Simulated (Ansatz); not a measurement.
# Tl (diamond type): how the settings move a single-point run

Aim: see which settings change the result for Tl (diamond type), by how much, and at what cost.

This is Tl in the diamond structure; at room conditions it is hcp.

Program: Ansatz 0.2.0. Level of theory: reference: DFT, PBEsol, all-electron LAPW, scalar-relativistic. These are calculated values, not measurements.

**1. The starting structure**

Symmetry: Fd-3m, No. 227, cubic system. Conventional cell: a = 6.878 Å, b = 6.878 Å, c = 6.878 Å, α = 90.00°, β = 90.00°, γ = 90.00°. Around Tl (site symmetry -43m) lie 4 Tl at 2.98 Å.

Structure file:

```
CELL_PARAMETERS angstrom
0.00000 3.43888 3.43888
3.43888 0.00000 3.43888
3.43888 3.43888 0.00000
ATOMIC_POSITIONS crystal
Tl 0.87500 0.87500 0.87500
Tl 0.12500 0.12500 0.12500
```

**2. Reference**

The input, input.yaml:

```yaml
crystal:
  lattice:
    - [0.0, 3.438884625, 3.438884625]
    - [3.438884625, 0.0, 3.438884625]
    - [3.438884625, 3.438884625, 0.0]
  atoms:
    - { symbol: Tl, position: [-0.125, -0.125, -0.125] }
    - { symbol: Tl, position: [0.125, 0.125, 0.125] }
kpoints:
  mp_grid: { grid: [10, 10, 10] }
  band_path:
    path:
      - [0.0, 0.0, 0.0]
      - [0.5, 0.0, 0.5]
      - [0.625, 0.25, 0.625]
      - [0.375, 0.375, 0.75]
      - [0.0, 0.0, 0.0]
      - [0.5, 0.5, 0.5]
      - [0.5, 0.25, 0.75]
      - [0.5, 0.0, 0.5]
    npoints: 14
scf:
  occupations: { method: fermi_dirac, width: 0.1 }
hamiltonian:
  xc: pbesol
  pseudopotentials: { kind: all_electron, lapw: { basis_error: 0.001 } }
output:
  forces: true
  stress: true
  eigenvalues: true
  populations: true
  dos: { projected: true, de: 0.2, e_range: [-14, 8] }
```

On the command line:

```
$ ansatz run input.yaml --threads 1 --pin off --max-ram 2048MiB --backend cpu --events-out ev --progress --plain --runs-dir out
```

**3. Changed: mp_grid.shift [0.5, 0.5, 0.5]**

input.yaml, as its differences from that of step 2:

```diff
@@ -9,3 +9,3 @@
 kpoints:
-  mp_grid: { grid: [10, 10, 10] }
+  mp_grid: { grid: [10, 10, 10], shift: [0.5, 0.5, 0.5] }
   band_path:
@@ -31,2 +31 @@
   populations: true
-  dos: { projected: true, de: 0.2, e_range: [-14, 8] }
```

**Question.** What will these runs give? Wanted: for each run, ending; energy change; pressure; gap; force.

**Answer**, as computed:

```tsv
run	ending	energy change	pressure (GPa)	gap (eV)	force (eV/Å)	cycles	time
reference	converged	0	0.0	0.00	0.00	7	52 s
1: mp_grid.shift [0.5, 0.5, 0.5]	converged	-0.1 meV/atom	0.0	0.00	0.01	7	90 s
```

Times don't compare one to one where runs were asked for different outputs or read a saved state (see the inputs); cycles may leave out searches for a lower state.

Residual by cycle in the longest SCF loop of each run; runs are numbered as in the table. The quantity is the density residual dr2, in eV.

```tsv
cycle	reference	run 1
1	0.0236	0.0236
2	0.00718	0.0073
3	9.8e-4	0.00101
4	2.3e-4	2.4e-4
5	4.8e-5	5.1e-5
6	2.1e-6	2.2e-6
7	2.2e-8	2.8e-8
```

Changing the k-point mesh hardly moves the energy: -0.1 meV/atom.
